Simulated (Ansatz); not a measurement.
# C2H5NOSi: a ladder of functionals and wavefunction methods

Aim: compute C2H5NOSi with functionals from several rungs and with coupled cluster. The yardstick is the atomisation energy at the CCSD(T) limit.

The runs use Ansatz 0.2.0, Gaussian basis; functionals in def2-TZVPP, the program's frozen cores in correlated methods.

Plan: PBE-D4, r2SCAN-D4, PBE0-D4, B3LYP-D4, ωB97X-V, ωB97M-V, B2PLYP; CCSD(T)/def2-TZVPP; MP2/def2-QZVPP; extrapolation to the limit.

## (1) Structure used throughout

The geometry comes from an earlier relaxation with PBE0-D4 in a triple-zeta def2 set; it is a stationary point, not always the lowest conformer.

SMILES `[SiH3]C1=NCO1`, 10 atoms, charge 0, spin multiplicity 1.

Atoms are counted from 1 here; the program's logs count them from 0.

Bond lengths: Si1–C2 1.890 Å, Si1–H6 1.482 Å, Si1–H7 1.481 Å, Si1–H8 1.482 Å, C2–N3 1.287 Å, C2–O5 1.372 Å, N3–C4 1.454 Å, C4–O5 1.459 Å, C4–H9 1.091 Å, C4–H10 1.091 Å. Angles: C2–Si1–H6 108.6°, C2–Si1–H7 107.8°, C2–Si1–H8 108.6°, H6–Si1–H7 110.7°, H6–Si1–H8 110.3°, H7–Si1–H8 110.7°, Si1–C2–N3 132.6°, Si1–C2–O5 124.8°, N3–C2–O5 102.5°, C2–N3–C4 84.9°, N3–C4–O5 90.8°, N3–C4–H9 114.9°, N3–C4–H10 114.9°, O5–C4–H9 111.2°, O5–C4–H10 111.2°, H9–C4–H10 112.0°, C2–O5–C4 81.8°.

## (2) PBE-D4 (GGA)

in.yaml

```yaml
crystal:
  periodic: [false, false, false]
  atoms:
    - {symbol: Si, position_ang: [-1.658489, -0.492004, -0.599353]}
    - {symbol: C, position_ang: [0.035110, -0.007733, 0.085887]}
    - {symbol: N, position_ang: [0.525757, -0.005223, 1.275484]}
    - {symbol: C, position_ang: [1.732121, 0.496040, 0.637088]}
    - {symbol: O, position_ang: [1.082533, 0.455325, -0.669092]}
    - {symbol: H, position_ang: [-2.688135, 0.362798, 0.036783]}
    - {symbol: H, position_ang: [-1.632056, -0.278347, -2.065082]}
    - {symbol: H, position_ang: [-1.907490, -1.917683, -0.281586]}
    - {symbol: H, position_ang: [2.587218, -0.181148, 0.673458]}
    - {symbol: H, position_ang: [2.006532, 1.516673, 0.909313]}
basis:
  gaussian: {orbitals: def2-TZVPP}
hamiltonian: {xc: pbe, dispersion: d4}
output: {forces: true, orbitals: {seedname: orbitals}}
```

The run is started by

```console
ansatz run in.yaml --threads 4 --pin off --events-out ev --progress --plain --max-ram 10444MiB
```

The runs that follow: r2SCAN-D4 (meta-GGA); PBE0-D4 (hybrid); B3LYP-D4 (hybrid); ωB97X-V (range-separated); ωB97M-V (range-separated); B2PLYP (double hybrid); CCSD(T) in def2-TZVPP; MP2 in def2-QZVPP.

Before running them: what should the planned runs give, taken together? Wanted: atomisation energy, CCSD(T)/CBS; farthest; mean size of error, hybrid; mean size of error, range-separated; gap, smallest and largest; T1 diagnostic; triples share of the correlation energy.

**Answer**, as computed:

| quantity | value |
| --- | --- |
| atomisation energy, CCSD(T)/CBS | 38.727 eV |
| functionals within 0.194 eV (0.5 %) | r2SCAN-D4, B3LYP-D4 |
| farthest | PBE-D4 (+1.358 eV) |
| mean size of error, hybrid | 0.139 eV |
| mean size of error, range-separated | 0.295 eV |
| gap, smallest and largest | 4.96 eV (PBE-D4), 11.88 eV (ωB97X-V) |
| T1 diagnostic | 0.0149 |
| triples share of the correlation energy | 4.4 % |

PBE-D4 misses by +1.358 eV. Double hybrids carry the basis error of their MP2 part in triple zeta, and no dispersion term here, so their miss is partly the set-up's. The reference freezes the cores and leaves out relativity and excitations past (T), so misses under about 0.194 eV can't be ranked. Hartree-Fock recovers 68 % of the binding; the rest is correlation. The gap grows from 5.0 to 11.9 eV across the functionals, mostly with the share of exact exchange.
